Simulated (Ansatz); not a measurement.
Li3Au, space group Fm-3m, a projected density of states

Computed with the Ansatz DFT code, driven from Python.

Input file `li3au.xyz`:
```text
4
Lattice="0.0 3.151 3.151 3.151 0.0 3.151 3.151 3.151 0.0" Properties=species:S:1:pos:R:3 pbc="T T T"
Li    1.57550000    1.57550000    1.57550000
Li    4.72650000    4.72650000    4.72650000
Li    3.15100000    3.15100000    3.15100000
Au    0.00000000    0.00000000    0.00000000
```

Typed at the interpreter:
```pycon
>>> import warnings
>>> import ansatz as az
>>> import numpy as np
>>> CUTOFF = 630
>>> EXTRA_BANDS = 8
>>> DISPERSION = "d3bjatm"
>>> FILLING = "methfessel_paxton"
>>> warnings.simplefilter("ignore", az.DeckWarning)
>>> cell = az.Crystal.from_extxyz("li3au.xyz")
>>> setup = (
...     cell.calculation()
...     .mixing("msr1")
...     .kpoints(8, center="gamma")
...     .basis(CUTOFF, xc_grid=3)
...     .accuracy("low")
...     .scf(extra_bands=EXTRA_BANDS)
...     .functional(az.Functional.R2SCAN, dispersion=DISPERSION)
...     .occupations(FILLING)
...     .density_of_states(projected=True, energy_step=0.05)
... )
>>> outcome = setup.run()

>>> summary = outcome.report
>>> summary["kweights"]
[0.001953125, 0.015625, 0.015625, 0.015625, 0.0078125, 0.01171875, 0.046875, 0.046875, 0.046875, 0.046875, 0.046875, 0.0234375, 0.01171875, 0.046875, 0.046875, 0.046875, 0.0234375, 0.01171875, 0.046875, 0.0234375, 0.005859375, 0.046875, 0.09375, 0.046875, 0.046875, 0.09375, 0.046875, 0.0234375, 0.01171875]
>>> dos = outcome.density_of_states()
>>> energy = np.asarray(dos.energies_ev) - dos.fermi_ev
>>> curves = {}
>>> for site in outcome.projected_density_of_states().sites:
...     for shell in site.shells:
...         weight = sum(np.sum(curve.g_bin_mean_per_ev, axis=0) for curve in shell.curves)
...         name = f"{site.species} {shell.label}"
...         curves[name] = curves.get(name, 0) + weight
...
>>> step = energy[1] - energy[0]
>>> windows = [(-10, -5), (-5, 0), (0, 6)]
>>> print("states by shell in windows of E - E_F (eV):", windows)
states by shell in windows of E - E_F (eV): [(-10, -5), (-5, 0), (0, 6)]
>>> for name, g in curves.items():
...     print(f"{name:8s}", " ".join(f"{step * g[(energy >= a) & (energy < b)].sum():8.3f}" for a, b in windows))
...
Li 1S       0.035    0.017    0.043
Li 2S       0.492    1.724    1.737
Au 5S       0.004    0.004    0.007
Au 6S       0.446    0.977    0.321
Au 5P       0.002    0.010    0.002
Au 5D       0.425    9.424    0.101
>>> filled = (energy < 0) & (energy > -10)
>>> for name, g in curves.items():
...     if g[filled].sum() * step > 0.5:
...         print(f"centre of {name}: {np.average(energy[filled], weights=g[filled]):.2f} eV")
...
centre of Li 2S: -2.54 eV
centre of Au 6S: -3.99 eV
centre of Au 5D: -4.48 eV
```

What to keep in mind:
- These settings explore the input space; cutoff and mesh may be short of convergence.
- Dispersion corrections can be off by several per cent in the lattices of metals, and by several GPa in the pressure at a fixed cell.
- The mesh is modest for a metal, so energies can be off by several to tens of meV an atom and pressures by half a GPa or more; differences at equal mesh fare better.
- Spin-orbit coupling, which matters for elements this heavy, is left out.
- The structure is a deposited one; some such entries were measured under pressure or heat, so a shift against it needn't be the functional's error alone.
- Curves are summed over the cell's atoms. Only shells that the potentials hold have channels, so projections don't add up to the total, least of all where a shell is missing (p of most metals); heights and places of peaks move with the mesh.
- The computed bands are complete only to about 7.4 eV above the Fermi level; beyond that the density of states is undercounted.
- A band centre counts only the states inside the window taken.
- Timing: 6.9 s on 1 thread of Arm Neoverse V2, with other jobs on the host, peak memory 0.51 GiB.

(Lines on the test bed's own set-up are left out of the output.)
